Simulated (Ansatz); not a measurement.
**SiNi (P2_13): equation of state with a fit, by script**

Where is the equilibrium volume of SiNi (P2_13), and how stiff is it? Aim: an equation of state with a fit, for SiNi (P2_13), run from a script.

Computed with the Python package of Ansatz 0.2.0. Level of theory: DFT PBEsol, plane waves, PAW.

### 1 Starting point

Symmetry: P2_13, No. 198, cubic system. Conventional cell: a = 4.497 Å, b = 4.497 Å, c = 4.497 Å, α = 90.00°, β = 90.00°, γ = 90.00°. Si (site symmetry 3) has 7 Ni at 2.23 to 2.47 Å as nearest neighbours. Ni (site symmetry 3) has 7 Si at 2.23 to 2.47 Å as nearest neighbours.

No structure file is read: the coordinates are typed or built in the script.

### 2 The script

File eos_sini.py:

```python
# -*- coding: utf-8 -*-
"""Bulk modulus of SiNi from an E(V) curve."""

import ansatz as az
from ase.eos import EquationOfState
from ase.units import GPa
import numpy as np

vectors0 = np.array([
    [4.49678, 0.0, 0.0],
    [0.0, 4.49678, 0.0],
    [0.0, 0.0, 4.49678],
])
sites = [
    ("Si", (0.8601, 0.8601, 0.8601), 0.0),
    ("Si", (0.6399, 0.1399, 0.3601), 0.0),
    ("Si", (0.3601, 0.6399, 0.1399), 0.0),
    ("Si", (0.1399, 0.3601, 0.6399), 0.0),
    ("Ni", (0.147, 0.147, 0.147), 1.5),
    ("Ni", (0.353, 0.853, 0.647), 1.5),
    ("Ni", (0.647, 0.353, 0.853), 1.5),
    ("Ni", (0.853, 0.647, 0.353), 1.5),
]


def crystal_on(cell):
    crystal = az.Crystal(lattice=az.Lattice.of(cell))
    for symbol, position, moment in sites:
        crystal = crystal.atom(symbol, position, moment=moment or None)
    return crystal

# scale the volume, keep shape and fractions
volumes, energies, pressures = [], [], []
for scale in np.linspace(0.94, 1.06, 7):
    cell = vectors0 * scale ** (1 / 3)
    base = crystal_on(cell).calculation()
    base = base.functional("pbesol").spin("collinear")
    base = base.occupations("fermi_dirac", width=0.15)
    base = base.basis(500)
    base = base.kpoints(6, 6, 6).stress()
    rep = base.run(threads=1, backend="cpu").report
    volumes.append(abs(np.linalg.det(cell)) / len(sites))
    energies.append(rep["free_energy_ev"] / len(sites))
    pressures.append(np.trace(rep["stress_gpa"]) / 3)
    print(f"V = {volumes[-1]:8.4f} A^3/atom  F = {energies[-1]:.5f} eV/atom  P = {pressures[-1]:8.3f} GPa")

eos = EquationOfState(volumes, energies, eos="birchmurnaghan")
v0, e0, bulk = eos.fit()
print(f"V0 = {v0:.4f} A^3/atom, E0 = {e0:.5f} eV/atom, B = {bulk / GPa:.1f} GPa")
```

### 3 Running it

On the command line:

```sh
$ python eos_sini.py
```

**Question.** Estimate the equilibrium volume and the bulk modulus.

The runs gave:

```
                      quantity           value
                 runs compared               7
               range of energy  32.12 meV/atom
lowest point, volume (Å³/atom)          11.139
      equilibrium volume (fit)   11.22 Å³/atom
            bulk modulus (fit)         197 GPa
```

What this shows: A third-order Birch-Murnaghan fit through the 7 points has its minimum at 11.22 Å³ an atom, 1.3 % below the typed cell, with a bulk modulus of 197 GPa and dB/dP = 4.8. From that minimum the energy rises by 17.5 meV an atom on the compressed side and 32.5 meV on the expanded side. Caveats:
- The SCF didn't keep the moments it started from (some shrank, vanished or turned); what is printed is the state reached.
- Shape and fractional positions are held along the curve, so the bulk modulus is an upper value where they are free to relax.
- The mesh is modest for a metal, so energies can be off by several to tens of meV an atom and pressures by half a GPa or more; differences at equal mesh fare better.
- The smearing is wide enough that free energy and stress hold a thermal part of the electrons.
- Pressure is positive in compression. The starting moments were not kept in at least one run, so it stands on a weaker or other magnetic state than the one typed.
